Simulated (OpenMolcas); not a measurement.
# C2H5BO (SMILES B1CCO1): levels of theory compared

Aim: a comparison of 6 runs (HF/STO-3G, HF/3-21G, HF/def2-SVP, BLYP/def2-SVP, M06-L/def2-SVP, CCSD(T)/def2-SVP) of C2H5BO. 

Program for the calculation: OpenMolcas 26.06.

## 1. The molecule

C2H5BO has 9 atoms, charge 0, and is taken as a singlet. As SMILES, `B1CCO1`. Geometry: relaxed at PBE0-D4/def2-TZVP.

Bond lengths: B1–C2 1.580 Å, C2–C3 1.533 Å, B1–O4 1.364 Å, C3–O4 1.455 Å, B1–H5 1.195 Å, C2–H6 1.091 Å, C2–H7 1.091 Å, C3–H8 1.092 Å, C3–H9 1.092 Å. Some angles: B1–C2–C3 80.2°, C2–B1–O4 95.4°, C2–C3–O4 93.7°, B1–O4–C3 90.7°, B1–C2–H6 117.4°, B1–C2–H7 117.4°, C3–C2–H6 115.4°, C3–C2–H7 115.4°, C2–B1–H5 139.9°, O4–B1–H5 124.7°.

## 2. Energy and gradient at HF/STO-3G (run 1)

File input.xyz:

```xyz
9

B     -0.402600     0.301700    -1.082000
C      0.506000     0.617000     0.171000
C     -0.098600    -0.719600     0.617700
O     -0.884800    -0.878500    -0.596200
H     -0.697000     0.772800    -2.139500
H      0.236300     1.479000     0.782200
H      1.586200     0.614100     0.021000
H     -0.757600    -0.681300     1.487200
H      0.600600    -1.551500     0.721500
```

File test.input:

```
* C2H5BO Hartree-Fock

&gateway
  baslib = $CurrDir
  coord = input.xyz
  basis = STO-3G
  group = NoSym

&seward

&scf
  thresholds = 1e-10 1e-07 1e-07 1e-05
  prorbitals = 1 1

&alaska
```

The basis set STO-3G is read from a file made from the Basis Set Exchange's data (not shown).

Command:

```
$ export MOLCAS_MEM=1860
$ pymolcas test.input > test.log
```

Standard output:

```text
--- Start Module: gateway ---
[...]
--- Stop Module: gateway /rc=_RC_ALL_IS_WELL_ ---
[...]
      Basis functions           25
[...]
--- Start Module: scf ---
[...]
       Convergence after  14 Iterations
[...]
::    Total SCF energy                               -175.9674184427
[...]
      Total spin, S                                     0.0000000000
[...]
      Total electronic charge=   30.000000
      Total            charge=   -0.000000
[...]
      Dipole Moment (debye):
      Origin of the operator (angstrom)=   -0.2270   -0.2020   -0.1981
                   X=  7.7706E-01               Y=  3.9590E-01               Z=  9.2856E-01           Total=  1.2739E+00
      Quadrupole Moment (debye*angstrom):
[...]
--- Stop Module: scf /rc=_RC_ALL_IS_WELL_ ---
--- Start Module: alaska ---
[...]
 *              Molecular gradients               *
 **************************************************
  Irreducible representation: a
 ------------------------------------------------------------------------------------------
                              X                       Y                       Z
 ------------------------------------------------------------------------------------------
  B1                1.50463067571476E-02   -2.93137365355189E-03    3.00496122904592E-02
  C2               -6.61629138050035E-03   -1.64812150780129E-02    6.93650675584245E-03
  C3                6.42004488883408E-03    2.07489489425923E-02   -1.22086155334280E-02
  O4               -9.00399307870714E-03   -1.72705240773041E-02    3.64468238226046E-03
  H5               -7.19759710252565E-03    6.88980853815480E-03   -2.06025120274926E-02
  H6               -4.93112070303336E-04    6.21135814946117E-03    2.12308817846019E-03
  H7                6.06628659729891E-03    2.01860841436641E-03   -1.57880817807815E-03
  H8               -1.59984655994760E-03    6.89376244691758E-05   -4.46736914968504E-03
[...]
--- Stop Module: alaska /rc=_RC_ALL_IS_WELL_ ---
[...]
```

Wall time 1.8 s (1 thread of Arm Neoverse V2, shared host); peak memory 0.37 GiB.

## 3. Energy and gradient at HF/3-21G (run 2)

input.xyz is that of step 2.

File calc.input:

```
* C2H5BO Hartree-Fock
&gateway
baslib = $CurrDir
coord = input.xyz
basis = 3-21G
group = NoSym
&seward
&scf
thresholds = 1e-10 1e-07 1e-07 1e-05
prorbitals = 0
&alaska
```

The basis set 3-21G is read from a file made from the Basis Set Exchange's data (not shown).

Command:

```
$ export MOLCAS_MEM=1860
$ pymolcas calc.input > calc.log
```

Standard output:

```text
--- Start Module: gateway ---
[...]
--- Stop Module: gateway /rc=_RC_ALL_IS_WELL_ ---
[...]
      Basis functions           46
[...]
--- Start Module: scf ---
[...]
       Convergence after  14 Iterations
[...]
::    Total SCF energy                               -177.2068520557
[...]
      Total spin, S                                     0.0000000000
[...]
      Total electronic charge=   30.000000
      Total            charge=   -0.000000
[...]
      Dipole Moment (debye):
      Origin of the operator (angstrom)=   -0.2270   -0.2020   -0.1981
                   X=  1.4300E+00               Y=  9.2695E-01               Z=  1.4832E+00           Total=  2.2592E+00
      Quadrupole Moment (debye*angstrom):
[...]
--- Stop Module: scf /rc=_RC_ALL_IS_WELL_ ---
--- Start Module: alaska ---
[...]
 *              Molecular gradients               *
 **************************************************
  Irreducible representation: a
 ------------------------------------------------------------------------------------------
                              X                       Y                       Z
 ------------------------------------------------------------------------------------------
  B1                4.15836493780364E-03   -2.54844158595793E-02    3.63625929945850E-02
  C2               -1.12843349378817E-02   -1.50342031561705E-02   -2.97707739858089E-03
  C3               -6.83358046742111E-03    2.82491115058924E-02   -4.42310982095422E-02
  O4                1.37035722404901E-02    1.37939297413006E-02    8.62155413229759E-03
  H5               -2.39083282699415E-03    1.48134878895179E-03   -5.93116075638767E-03
  H6               -1.00204116272740E-03    4.89675405392065E-03    2.82465299144796E-03
  H7                5.63097002042134E-03    6.56320701028001E-04   -9.17609364185057E-04
  H8               -6.65813840416773E-03   -6.57473129422097E-04    6.32029013361146E-03
[...]
--- Stop Module: alaska /rc=_RC_ALL_IS_WELL_ ---
[...]
```

It took 2.1 s on 1 thread of Arm Neoverse V2, shared host; peak memory 0.38 GiB.

Runs 3 to 5 aren't shown in full; the table further down has their settings and results.

## 4. The energy at CCSD(T)/def2-SVP (run 6)

File job.inp:

```
&GATEWAY
 BasLib
 $CurrDir
 Coord
 9
 bohr
 B     -0.76080374     0.57013037    -2.04468367
 C      0.95620142     1.16596102     0.32314317
 C     -0.18632700    -1.35984692     1.16728383
 O     -1.67202968    -1.66012440    -1.12665472
 H     -1.31713911     1.46038035    -4.04306904
 H      0.44654228     2.79490494     1.47814377
 H      2.99748358     1.16048081     0.03968425
 H     -1.43165651    -1.28747041     2.81040069
 H      1.13496951    -2.93191008     1.36343740
 Basis
 def2-SVP
 Group
 NoSym

&SEWARD

&SCF
 Thresholds
 1e-10 1e-07 1e-07 1e-05
 PrOrbitals
 1 1

&RASSCF
 FileOrb
 $Project.ScfOrb
 Spin
 1
 Nactel
 0 0 0
 Inactive
 15
 Ras2
 0
 OutOrbitals
 Canonical
 OrbListing
 Nothing

&MOTRA
 JobIph
 Frozen
 4

&CCSDT
 CCT
 Triples
 2
 Iterations
 80
 Accuracy
 1e-08
 Extrapolation
 5 4
```

The basis set def2-SVP is read from a file made from the Basis Set Exchange's data (not shown).

Command:

```
$ export MOLCAS_MEM=1860
$ pymolcas job.inp > job.log
```

Standard output:

```text
--- Start Module: gateway ---
[...]
--- Stop Module: gateway /rc=_RC_ALL_IS_WELL_ ---
[...]
      Basis functions           81
[...]
       Convergence after  13 Iterations
[...]
::    Total SCF energy                               -178.0672968404
[...]
      Total spin, S                                     0.0000000000
[...]
      Number of active orbitals                  0
[...]
      Spin quantum number                      0.0
[...]
      Active orbitals                            0
[...]
      Number of CSFs                             1
[...]
      Number of root(s) required                 1
[...]
      Convergence after  4 iterations
[...]
      Natural orbitals and occupation numbers for root  1
      ************************************************************************************************************************
      *                                                    Final results                                                     *
      ************************************************************************************************************************
[...]
::    RASSCF root number  1 Total energy:   -178.06729684
[...]
      Total electronic charge=   30.000000
      Total            charge=   -0.000000
[...]
      Dipole Moment (debye):
      Origin of the operator (angstrom)=   -0.2270   -0.2020   -0.1981
                   X=  1.2464E+00               Y=  7.8017E-01               Z=  1.3244E+00           Total=  1.9789E+00
      Quadrupole Moment (debye*angstrom):
[...]
--- Start Module: motra ---
[...]
      *** WARNING: Default frozen orbitals is overwritten by user input.
      *** Default values:   4
[...]
--- Stop Module: motra /rc=_RC_ALL_IS_WELL_ ---
--- Start Module: ccsdt ---
[...]
      Convergence after                    17  Iterations
      Total energy (diff) :    -178.64644144      -0.00000001
[...]
 METHOD                       : CCSD+T(CCSD)+<T3(1)WT1> = CCSD(T)
[...]
       CCSD     =      -178.6464414425904
[...]
--- Stop Module: ccsdt /rc=_RC_ALL_IS_WELL_ ---
[...]
```

Wall time 41 s (1 thread of Arm Neoverse V2, shared host); peak memory 0.45 GiB.

## 5. Overview of the runs

```csv
run,level,integration grid,task,energy (Eh),dipole moment (D) of the reference,HOMO energy (eV),LUMO energy (eV),wall time
1,HF/STO-3G,–,gradient,-175.967418,1.27,-10.05,8.11,1.8 s
2,HF/3-21G,–,gradient,-177.206852,2.26,-11.76,4.13,2.1 s
3,HF/def2-SVP,–,gradient,-178.067297,1.98,-11.76,3.80,6 s
4,BLYP/def2-SVP,UltraFine,gradient,-179.090431,1.72,-6.71,-0.77,33 s
5,M06-L/def2-SVP,UltraFine,gradient,-179.147002,1.83,-7.13,-0.48,49 s
6,CCSD(T)/def2-SVP,–,energy,-178.663938,1.98,-11.76,3.80,41 s
```

## 6. Outcome

| quantity | value |
| --- | --- |
| run 6: total energy | -178.66394 Eh |
| run 6: dipole moment (mean-field density) | 1.98 D |
| run 6: HOMO energy (Hartree–Fock orbitals) | -11.76 eV |
| run 6: LUMO energy (Hartree–Fock orbitals) | 3.80 eV |
| run 6: HOMO–LUMO gap (Hartree–Fock orbitals) | 15.56 eV |
| run 6: correlation energy (4 core orbitals frozen) | -596.6 mEh |
| run 6: (T) correction | -17.50 mEh |

Over runs 1, 2, 3, 4, 5 the dipole moment (its size) runs from 1.27 D (HF/STO-3G) to 2.26 D (HF/3-21G). Over runs 1, 2, 3, 4, 5 the HOMO–LUMO gap runs from 5.95 eV (BLYP/def2-SVP) to 18.16 eV (HF/STO-3G). The two ends differ in method and basis. Totals of different functionals can't be ranked against each other. In run 1 the basis is minimal, so the values are rough. All runs together took 2.2 min, the longest 49 s.
